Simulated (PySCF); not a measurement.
# Sm2OCl2: structure and properties

Aim: find the relaxed shape of Sm2OCl2, test it by its vibrations, and read charges and levels. It is a constructed species; whether it can be made isn't addressed.

Method: PBE0, Sm lcecp-0-SVP with ECP52, O def2-SVP, Cl def2-SVP; scalar-relativistic core potentials, no spin–orbit coupling; program: PySCF 2.14.0.

5 further runs of the same task are left out: 2 for a known fault of the program, 3 that didn't finish.

### 1 The starting structure

5 atoms, charge 0, spin multiplicity 1.

Bond lengths: Sm1–O3 2.285 Å, Sm1–Cl4 2.806 Å, Sm2–O3 2.285 Å, Sm2–Cl5 2.806 Å. Angles: O3–Sm1–Cl4 180.0°, O3–Sm2–Cl5 180.0°, Sm1–O3–Sm2 180.0°.

Coordinates:

```xyz
5

Sm    0.00000    0.00000    2.28540
Sm    0.00000    0.00000   -2.28540
O     0.00000    0.00000    0.00000
Cl    0.00000    0.00000    5.09170
Cl    0.00000    0.00000   -5.09170
```

Formal oxidation states: Sm +2. Each metal's 6 4f electrons lie in its core potential, so multiplicities, spins and levels count the valence alone.

### 2 SCF at the start, singlet

Input file run.py (the lines that set the calculation):

```python
mol = gto.M(atom='''
Sm     0.00000     0.00000     2.28540
Sm     0.00000     0.00000    -2.28540
O      0.00000     0.00000     0.00000
Cl     0.00000     0.00000     5.09170
Cl     0.00000     0.00000    -5.09170''',
    basis={'Sm': 'lcecp-0-SVP', 'O': 'def2-SVP', 'Cl': 'def2-SVP'},
    ecp={'Sm': 'lcecp-0-SVP'},
    charge=0, spin=0)
mf = dft.RKS(mol, xc='PBE0')
mf.grids.atom_grid = (50, 194)  # f atoms: unpruned, at least (60, 302)
mf = mf.density_fit()  # fitting sets: Sm AutoAux, O def2-universal-JKFIT, Cl def2-universal-JKFIT
mf.conv_tol = 1e-08; mf.max_cycle = 55
mf.kernel(dm0)  # dm0: free metal ions and neutral atoms
```

On the command line:

```sh
$ OMP_NUM_THREADS=2 python run.py
```

The log of the run:

```text
init E= -1104.91362227437
cycle= 1 E= -1033.5968000647  delta_E= 71.3  |g|= 5.54  |ddm|= 8.01
cycle= 2 E= -899.372691407144  delta_E=  134  |g|= 8.57  |ddm|= 24.7
cycle= 3 E= -1033.18036113568  delta_E= -134  |g|= 6.42  |ddm|= 24.7
cycle= 4 E= -1052.34172775793  delta_E= -19.2  |g|= 1.47  |ddm|= 8.24
cycle= 5 E= -1043.74571722031  delta_E=  8.6  |g|= 2.91  |ddm|= 9.35
cycle= 6 E= -1052.60858908934  delta_E= -8.86  |g|= 0.829  |ddm|= 9.32
cycle= 7 E= -1052.49559034818  delta_E= 0.113  |g|=  1.1  |ddm|= 1.64
cycle= 8 E= -1051.84281369938  delta_E= 0.653  |g|= 1.94  |ddm|= 2.03
cycle= 9 E= -1051.8523478958  delta_E= -0.00953  |g|= 1.93  |ddm|= 0.135
cycle= 10 E= -1051.32238983914  delta_E= 0.53  |g|= 2.34  |ddm|= 1.71
cycle= 11 E= -1051.35961796647  delta_E= -0.0372  |g|= 2.32  |ddm|= 0.0858
cycle= 12 E= -1052.40584501803  delta_E= -1.05  |g|= 1.29  |ddm|= 3.29
cycle= 13 E= -1052.818017478  delta_E= -0.412  |g|= 0.165  |ddm|= 1.64
cycle= 14 E= -1052.82629127008  delta_E= -0.00827  |g|= 0.0206  |ddm|= 0.284
cycle= 15 E= -1052.82637671294  delta_E= -8.54e-05  |g|= 0.00534  |ddm|= 0.0167
cycle= 16 E= -1052.82638341343  delta_E= -6.7e-06  |g|= 0.000511  |ddm|= 0.00691
cycle= 17 E= -1052.82638347481  delta_E= -6.14e-08  |g|= 0.00011  |ddm|= 0.000564
cycle= 18 E= -1052.82638347896  delta_E= -4.15e-09  |g|= 1.74e-05  |ddm|= 0.000154
Extra cycle  E= -1052.82638347863  delta_E= 3.31e-10  |g|= 4.6e-05  |ddm|= 4.93e-05
converged SCF energy = -1052.82638347863
```

Wall time 19 s (2 threads of Intel Xeon at 2.50GHz (Skylake/Cascade Lake), shared host); peak memory 0.57 GiB.

It gives: E = -1052.826383 Eh, frontier levels not given, since the 4f levels lie in the core, Mulliken charge on Sm1 +0.85 e. 

### 3 Relaxation, singlet

Steps are kept in the start's point group, D∞h.

Edit run.py (the lines that set the calculation) of step 2 so:

```diff
@@ -13,2 +13,3 @@
 mf.conv_tol = 1e-08; mf.max_cycle = 55
-mf.kernel(dm0)  # dm0: free metal ions and neutral atoms
+mf.kernel(dm0)  # dm0: an SCF of this state at this start
+# quasi-Newton relaxation in Cartesian coordinates to a largest gradient under 0.00045 Eh/bohr, steps kept in the point group
```

On the command line:

```sh
$ OMP_NUM_THREADS=2 python run.py
```

No log is kept here; the results follow.

Run time: 1.9 min. Hardware: 2 threads of Intel Xeon at 2.50GHz (Skylake/Cascade Lake), shared host.

Relaxation path:

| step | energy from step 1 (eV) | largest force component (eV/Å) |
| --- | --- | --- |
| 1 | 0.0000 | 0.7245 |
| 2 | -0.1142 | 0.4991 |
| 3 | -0.1731 | 0.0599 |
| 4 | -0.1735 | 0.0353 |
| 5 | -0.1736 | 0.0162 |

Distances of close pairs at the start and the end, largest changes first:

| bond | before (Å) | after (Å) | change (Å) |
| --- | --- | --- | --- |
| Sm1–O3 | 2.285 | 2.191 | -0.094 |
| Sm2–O3 | 2.285 | 2.191 | -0.094 |
| Sm1–Cl4 | 2.806 | 2.733 | -0.073 |
| Sm2–Cl5 | 2.806 | 2.733 | -0.073 |

It ends in D∞h at E = -1052.832763 Eh.

```
Sm    0.00000    0.00000    2.19122
Sm    0.00000    0.00000   -2.19122
O     0.00000    0.00000    0.00000
Cl    0.00000    0.00000    4.92458
Cl    0.00000    0.00000   -4.92458
```

### 4 Frequencies and infrared intensities

Input file run.py (the lines that set the calculation):

```python
mol = gto.M(atom='''
Sm     0.00000     0.00000     2.19122
Sm     0.00000     0.00000    -2.19122
O      0.00000     0.00000     0.00000
Cl     0.00000     0.00000     4.92458
Cl     0.00000     0.00000    -4.92458''',
    basis={'Sm': 'lcecp-0-SVP', 'O': 'def2-SVP', 'Cl': 'def2-SVP'},
    ecp={'Sm': 'lcecp-0-SVP'},
    charge=0, spin=0)
mf = dft.RKS(mol, xc='PBE0')
mf.grids.atom_grid = (50, 194)  # f atoms: unpruned, at least (60, 302)
mf = mf.density_fit()  # fitting sets: Sm AutoAux, O def2-universal-JKFIT, Cl def2-universal-JKFIT
mf.conv_tol = 1e-10; mf.max_cycle = 55
mf.kernel(dm0)  # dm0: the density of the relaxed state
# Hessian and dipole derivatives by central differences of gradients, 0.02 bohr
```

On the command line:

```sh
$ OMP_NUM_THREADS=2 python run.py
```

The driver keeps no SCF log for this step, only its results.

It took 3.5 min on 2 threads of Intel Xeon at 2.50GHz (Skylake/Cascade Lake), shared host.

Point group D∞h; negative numbers are unstable modes, and those under 60 cm⁻¹ are near the numerical noise:

| cm⁻¹ | km/mol | symmetry |
| --- | --- | --- |
| -41 | 0.0 | πg |
| -41 | 0.0 | πg |
| -36 | 57.5 | πu |
| -36 | 57.5 | πu |
| 89 | 60.8 | πu |
| 89 | 60.8 | πu |
| 147 | 0.0 | σg+ |
| 256 | 156.9 | σu+ |
| 270 | 0.0 | σg+ |
| 655 | 847.6 | σu+ |

### 5 Displaced along the imaginary mode

Steps are kept in the start's point group, C2h.

Input file run.py (the lines that set the calculation):

```python
mol = gto.M(atom='''
Sm    -0.12832    -0.01615     2.19122
Sm     0.12832     0.01615    -2.19122
O      0.00000     0.00000     0.00000
Cl     0.24804     0.03122     4.92458
Cl    -0.24804    -0.03122    -4.92458''',
    basis={'Sm': 'lcecp-0-SVP', 'O': 'def2-SVP', 'Cl': 'def2-SVP'},
    ecp={'Sm': 'lcecp-0-SVP'},
    charge=0, spin=0)
mf = dft.RKS(mol, xc='PBE0')
mf.grids.atom_grid = (50, 194)  # f atoms: unpruned, at least (60, 302)
mf = mf.density_fit()  # fitting sets: Sm AutoAux, O def2-universal-JKFIT, Cl def2-universal-JKFIT
mf.conv_tol = 1e-08; mf.max_cycle = 55
mf.kernel(dm0)  # dm0: an SCF of this state at this start
# quasi-Newton relaxation in Cartesian coordinates to a largest gradient under 0.00045 Eh/bohr, steps kept in the point group
```

On the command line:

```sh
$ OMP_NUM_THREADS=2 python run.py
```

No log is kept here; the results follow.

Wall time 4.5 min (2 threads of Intel Xeon at 2.50GHz (Skylake/Cascade Lake), shared host).

Relaxation path:

| step | energy from step 1 (eV) | largest force component (eV/Å) |
| --- | --- | --- |
| 1 | 0.0000 | 0.2168 |
| 2 | -0.0086 | 0.1217 |
| 3 | -0.0260 | 0.1706 |
| 4 | -0.0537 | 0.2837 |
| 5 | -0.0984 | 0.3331 |
| 6 | -0.1642 | 0.4665 |
| 7 | -0.2240 | 0.5719 |
| 8 | -0.2581 | 0.4770 |
| 9 | -0.2808 | 0.2074 |
| 10 | -0.3016 | 0.2183 |
| 11 | -0.3114 | 0.2251 |
| 12 | -0.3235 | 0.0883 |
| 13 | -0.3245 | 0.0097 |
| 14 | -0.3245 | 0.0013 |

Distances of close pairs at the start and the end, largest changes first:

| bond | before (Å) | after (Å) | change (Å) |
| --- | --- | --- | --- |
| Sm1–Cl4 | 2.760 | 2.676 | -0.084 |
| Sm2–Cl5 | 2.760 | 2.676 | -0.084 |
| Sm1–O3 | 2.195 | 2.147 | -0.048 |
| Sm2–O3 | 2.195 | 2.147 | -0.048 |

It ends in C2h at E = -1052.845393 Eh.

```xyz
5

Sm   -0.94924   -0.11949    1.92235
Sm    0.94924    0.11949   -1.92235
O     0.00000    0.00000    0.00000
Cl    0.58352    0.07345    4.10711
Cl   -0.58352   -0.07345   -4.10711
```

### 6 Harmonic vibrations

Input file run.py (the lines that set the calculation):

```python
mol = gto.M(atom='''
Sm    -0.94924    -0.11949     1.92235
Sm     0.94924     0.11949    -1.92235
O      0.00000     0.00000     0.00000
Cl     0.58352     0.07345     4.10711
Cl    -0.58352    -0.07345    -4.10711''',
    basis={'Sm': 'lcecp-0-SVP', 'O': 'def2-SVP', 'Cl': 'def2-SVP'},
    ecp={'Sm': 'lcecp-0-SVP'},
    charge=0, spin=0)
mf = dft.RKS(mol, xc='PBE0')
mf.grids.atom_grid = (50, 194)  # f atoms: unpruned, at least (60, 302)
mf = mf.density_fit()  # fitting sets: Sm AutoAux, O def2-universal-JKFIT, Cl def2-universal-JKFIT
mf.conv_tol = 1e-10; mf.max_cycle = 55
mf.kernel(dm0)  # dm0: the density of the relaxed state
# Hessian and dipole derivatives by central differences of gradients, 0.02 bohr
```

On the command line:

```sh
$ OMP_NUM_THREADS=2 python run.py
```

No log is kept here; the results follow.

Run time: 4.6 min. Hardware: 2 threads of Intel Xeon at 2.50GHz (Skylake/Cascade Lake), shared host.

Point group C2h; negative numbers are unstable modes, and those under 60 cm⁻¹ are near the numerical noise:

| cm⁻¹ | km/mol | symmetry |
| --- | --- | --- |
| -3 | 20.3 | au |
| 16 | 18.9 | bu |
| 40 | 0.0 | ag |
| 116 | 73.6 | au |
| 152 | 33.8 | bu |
| 174 | 0.0 | ag |
| 272 | 143.3 | bu |
| 276 | 0.0 | ag |
| 691 | 818.4 | bu |

### 7 Properties on a finer grid

Input file run.py (the lines that set the calculation):

```python
mol = gto.M(atom='''
Sm    -0.94924    -0.11949     1.92235
Sm     0.94924     0.11949    -1.92235
O      0.00000     0.00000     0.00000
Cl     0.58352     0.07345     4.10711
Cl    -0.58352    -0.07345    -4.10711''',
    basis={'Sm': 'lcecp-0-SVP', 'O': 'def2-SVP', 'Cl': 'def2-SVP'},
    ecp={'Sm': 'lcecp-0-SVP'},
    charge=0, spin=0)
mf = dft.RKS(mol, xc='PBE0')
mf.grids.atom_grid = (75, 302)  # f atoms: unpruned, at least (60, 302)
mf = mf.density_fit()  # fitting sets: Sm AutoAux, O def2-universal-JKFIT, Cl def2-universal-JKFIT
mf.conv_tol = 1e-09; mf.max_cycle = 55
mf.kernel(dm0)  # dm0: the density of the relaxed state
```

On the command line:

```sh
$ OMP_NUM_THREADS=2 python run.py
```

The log of the run:

```text
init E= -1052.84537956708
cycle= 1 E= -1052.84537956745  delta_E= -3.7e-10  |g|= 2.19e-05  |ddm|= 6.84e-05
Extra cycle  E= -1052.84537956706  delta_E= 3.92e-10  |g|= 4.8e-05  |ddm|= 5.84e-05
converged SCF energy = -1052.84537956706
```

Wall time 43 s (2 threads of Intel Xeon at 2.50GHz (Skylake/Cascade Lake), shared host).

Result: E = -1052.845380 Eh, frontier levels not given, since the 4f levels lie in the core, Mulliken charge on Sm1 +0.81 e, largest force component 0.007 eV/Å. 

Löwdin charges:

| atom | value (e) |
| --- | --- |
| Sm1 | 0.56 |
| Sm2 | 0.56 |
| O3 | -0.62 |
| Cl4 | -0.25 |
| Cl5 | -0.25 |

Mulliken charges: Sm1 +0.81, Sm2 +0.81, O3 -0.73, Cl4 -0.45, Cl5 -0.45 e.

Contacts (the nearest donor of each ligand) and Mayer bond orders:

| contact | distance (Å) | bond order |
| --- | --- | --- |
| Sm1–O3 (O) | 2.147 | 1.02 |
| Sm1–Cl4 (Cl) | 2.676 | 1.00 |
| Sm2–Cl5 (Cl) | 2.676 | 1.00 |

Mulliken populations of Sm1 outside the core potential: s 2.16, p 6.14, d 0.86, f 0.03.

### 8 Results

| quantity | value |
| --- | --- |
| state and point group | singlet in the valence, C2h |
| first geometry: modes | -41 to 655 cm⁻¹, 4 unstable |
| first geometry: strongest infrared band (modes within 1.5 cm⁻¹ summed) | 655 cm⁻¹ (848 km/mol) |
| modes | -3 to 691 cm⁻¹, none unstable |
| strongest infrared band (modes within 1.5 cm⁻¹ summed) | 691 cm⁻¹ (818 km/mol) |
| zero-point energy | 0.108 eV |
| metal–ligand contacts | 2.15 to 2.68 Å |
| frontier levels | frontier levels not given, since the 4f levels lie in the core |
| dipole | 0.00 D |
| mean polarisability | 13.0 Å³ |

What this shows: At the first geometry 4 modes are unstable, within the noise, so a saddle point isn't shown; the molecule was then pushed along the lowest one and relaxed again. All modes are real within the noise of the softest ones, so a minimum is likely but not shown. The metal carries +0.56 e by Löwdin's partition against a formal +2, and bond orders to the nearest donors reach 1.02. Both measures hang on the basis. Leaving the first, D∞h structure gained 0.34 eV and gave C2h. One start shape was tried, so another isomer may lie lower. These are double-zeta-type bases without diffuse functions. Spin–orbit coupling is left out.
